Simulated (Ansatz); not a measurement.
# C4H6BN: up Jacob's ladder to CCSD(T)

An exercise on one series of results from a longer session: the logs are not shown, and one member is left open.

The runs use Ansatz 0.2.0, Gaussian basis; functionals in def2-TZVPP, the program's frozen cores in correlated methods.

Levels to be run: PBE-D4, r2SCAN-D4, PBE0-D4, B3LYP-D4, ωB97X-V, ωB97M-V, B2PLYP; CCSD(T)/def2-TZVPP; MP2/def2-QZVPP; extrapolation to the limit.

### The relaxed structure

All runs share one geometry, relaxed beforehand with PBE0-D4 in a triple-zeta def2 set.

12 atoms, charge 0, spin multiplicity 1.

Atoms are counted from 1 here; the program's logs count them from 0.

Bond lengths: C1–C2 1.530 Å, C1–H7 1.091 Å, C1–H8 1.091 Å, C1–H9 1.091 Å, C2–B3 1.515 Å, C2–H10 1.099 Å, C2–H11 1.100 Å, B3–C4 1.396 Å, C4–C5 1.409 Å, C4–H12 1.088 Å, C5–N6 1.155 Å. Angles: C2–C1–H7 110.7°, C2–C1–H8 111.2°, C2–C1–H9 111.1°, H7–C1–H8 108.1°, H7–C1–H9 108.0°, H8–C1–H9 107.7°, C1–C2–B3 116.9°, C1–C2–H10 111.2°, C1–C2–H11 111.2°, B3–C2–H10 106.6°, B3–C2–H11 106.2°, H10–C2–H11 103.9°, C2–B3–C4 178.8°, B3–C4–C5 122.3°, B3–C4–H12 120.4°, C5–C4–H12 117.3°, C4–C5–N6 179.5°.

Set-up of the first run:

Input file in.yaml:

```yaml
crystal:
  periodic: [false, false, false]
  atoms:
    - {symbol: C, position_ang: [0.205589, -1.686574, 0.931793]}
    - {symbol: C, position_ang: [0.742749, -0.804253, -0.196688]}
    - {symbol: B, position_ang: [-0.078872, 0.414603, -0.564324]}
    - {symbol: C, position_ang: [-0.827892, 1.534069, -0.929931]}
    - {symbol: C, position_ang: [-0.682516, 2.779189, -0.286181]}
    - {symbol: N, position_ang: [-0.556179, 3.796044, 0.247756]}
    - {symbol: H, position_ang: [0.870536, -2.533403, 1.109754]}
    - {symbol: H, position_ang: [-0.783294, -2.078078, 0.689073]}
    - {symbol: H, position_ang: [0.119459, -1.123660, 1.862116]}
    - {symbol: H, position_ang: [1.756014, -0.442657, 0.029266]}
    - {symbol: H, position_ang: [0.869520, -1.380617, -1.125113]}
    - {symbol: H, position_ang: [-1.558213, 1.470135, -1.733320]}
basis:
  gaussian: {orbitals: def2-TZVPP}
hamiltonian: {xc: pbe, dispersion: d4}
output: {forces: true, orbitals: {seedname: orbitals}}
```

Command:

```console
> ansatz run in.yaml --threads 4 --pin off --events-out ev --progress --plain --max-ram 10444MiB
```

Steps of the session up to this table: PBE-D4 (GGA); r2SCAN-D4 (meta-GGA); PBE0-D4 (hybrid); B3LYP-D4 (hybrid); ωB97X-V (range-separated); ωB97M-V (range-separated); B2PLYP (double hybrid); CCSD(T) in def2-TZVPP; MP2 in def2-QZVPP.

One table of the session follows, with a row left open; its other results are not shown here.

It belongs to the step «Atomisation energies». 

| method | atoms, summed (eV) | atomisation energy (kJ/mol) |
| --- | --- | --- |
| PBE-D4 | -6349.064 | 5339.8 |
| r2SCAN-D4 | -6355.192 | 5184.3 |
| PBE0-D4 | -6350.860 | 5221.5 |
| B3LYP-D4 | ? | ? |
| ωB97X-V | -6357.379 | 5160.2 |
| ωB97M-V | -6356.374 | 5181.5 |
| B2PLYP | -6353.983 | 5133.8 |
| HF/def2-TZVPP | -6332.194 | 3766.2 |
| MP2/def2-TZVPP | -6343.155 | 5132.5 |
| CCSD/def2-TZVPP | -6346.379 | 4916.2 |
| CCSD(T)/def2-TZVPP | -6346.697 | 5006.1 |
| MP2/CBS | -6345.001 | 5255.9 |
| CCSD(T)/CBS | -6348.543 | 5129.4 |

**Question.** Estimate the row for B3LYP-D4.

**Answer.** atoms, summed (eV): -6359.811; atomisation energy (kJ/mol): 5184.9. In the column «atoms, summed (eV)» it is the lowest.

To keep in mind: Free atoms (4 C, 1 B, 1 N, 6 H) were run apart at each level; the atomisation energy is their sum less the molecule, without zero-point or spin-orbit terms.
